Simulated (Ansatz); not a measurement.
# CH4BF3O: one species, many methods

The task here is to estimate one member of a computed series from the others.

Program: Ansatz 0.2.0, Gaussian basis. Level of theory: functionals in def2-TZVPP, the program's frozen cores in correlated methods. These are calculated values, not measurements.

The runs, in order: LDA (SPW92), PBE-D4, revPBE-D4, BLYP-D4, r2SCAN-D4, B97M-V, PBE0-D4, B3LYP-D4, r2SCANh-D4, r2SCAN0-D4, HSE06-D4, BHLYP-D4, CAM-B3LYP-D4, LC-ωPBE, ωB97X-V, ωB97M-V, B2PLYP, PBE-QIDH; CCSD(T)/def2-SVP; CCSD(T)/def2-TZVPP; MP2/def2-QZVPP; extrapolation to the limit; RPA on PBE.

## The geometry

An earlier PBE0-D4 in a triple-zeta def2 set relaxation fixed the geometry.

SMILES `C[OH+][B-](F)(F)F`, 10 atoms, charge 0, spin multiplicity 1.

Atoms are counted from 1 here; the program's logs count them from 0.

Bond lengths: C1–O2 1.437 Å, C1–H7 1.089 Å, C1–H8 1.087 Å, C1–H9 1.090 Å, O2–B3 1.693 Å, O2–H10 0.964 Å, B3–F4 1.349 Å, B3–F5 1.353 Å, B3–F6 1.359 Å. Angles: O2–C1–H7 108.8°, O2–C1–H8 105.9°, O2–C1–H9 110.4°, H7–C1–H8 110.1°, H7–C1–H9 111.4°, H8–C1–H9 110.1°, C1–O2–B3 116.7°, C1–O2–H10 111.1°, B3–O2–H10 108.2°, O2–B3–F4 102.4°, O2–B3–F5 100.5°, O2–B3–F6 103.5°, F4–B3–F5 117.0°, F4–B3–F6 115.1°, F5–B3–F6 115.0°.

The first run:

Contents of in.yaml:

```yaml
crystal:
  periodic: [false, false, false]
  atoms:
    - {symbol: C, position_ang: [0.007503, -1.033434, 0.799958]}
    - {symbol: O, position_ang: [0.654146, -0.212033, -0.186349]}
    - {symbol: B, position_ang: [-0.277126, 1.022246, -0.875880]}
    - {symbol: F, position_ang: [-1.186113, 0.332161, -1.595818]}
    - {symbol: F, position_ang: [0.673339, 1.692620, -1.567628]}
    - {symbol: F, position_ang: [-0.777412, 1.682109, 0.201986]}
    - {symbol: H, position_ang: [0.684065, -1.838130, 1.084125]}
    - {symbol: H, position_ang: [-0.875774, -1.441611, 0.315910]}
    - {symbol: H, position_ang: [-0.282511, -0.434625, 1.663091]}
    - {symbol: H, position_ang: [1.462981, 0.179598, 0.163504]}
basis:
  gaussian: {orbitals: def2-TZVPP}
hamiltonian: {xc: lda}
output: {orbitals: {seedname: orbitals}}
```

Command:

```sh
$ ansatz run in.yaml --threads 4 --pin off --events-out ev --progress --plain --max-ram 10444MiB
```

Among the steps run: LDA; PBE-D4 (GGA); revPBE-D4 (GGA); BLYP-D4 (GGA); r2SCAN-D4 (meta-GGA); B97M-V (meta-GGA); PBE0-D4 (hybrid); B3LYP-D4 (hybrid); r2SCANh-D4 (hybrid); r2SCAN0-D4 (hybrid); HSE06-D4 (hybrid); BHLYP-D4 (hybrid); CAM-B3LYP-D4 (range-separated); LC-ωPBE (range-separated); ωB97X-V (range-separated); ωB97M-V (range-separated); B2PLYP (double hybrid); PBE-QIDH (double hybrid).

One table of the session follows, with a row left open; its other results are not shown here.

It belongs to the step «Frontier levels by functional». 

```
  functional  HOMO (eV)  gap (eV)
 LDA (SPW92)      -8.66      7.57
      PBE-D4      -8.41      7.50
   revPBE-D4      -8.31      7.49
     BLYP-D4      -8.36      7.41
   r2SCAN-D4      -8.92      8.69
      B97M-V      -9.08      8.46
     PBE0-D4     -10.39     10.41
    B3LYP-D4     -10.13      9.76
  r2SCANh-D4      -9.66      9.73
  r2SCAN0-D4     -10.68     11.16
    HSE06-D4          ?         ?
    BHLYP-D4     -12.15     12.83
CAM-B3LYP-D4     -11.93     12.73
     LC-ωPBE     -13.25     15.46
     ωB97X-V     -12.93     14.92
     ωB97M-V     -12.84     14.36
```

Estimate the missing values for HSE06-D4.

**Answer.** HOMO (eV): -9.98; gap (eV): 9.63. In the column «HOMO (eV)» it lies between B3LYP-D4 (-10.13) and r2SCANh-D4 (-9.66).
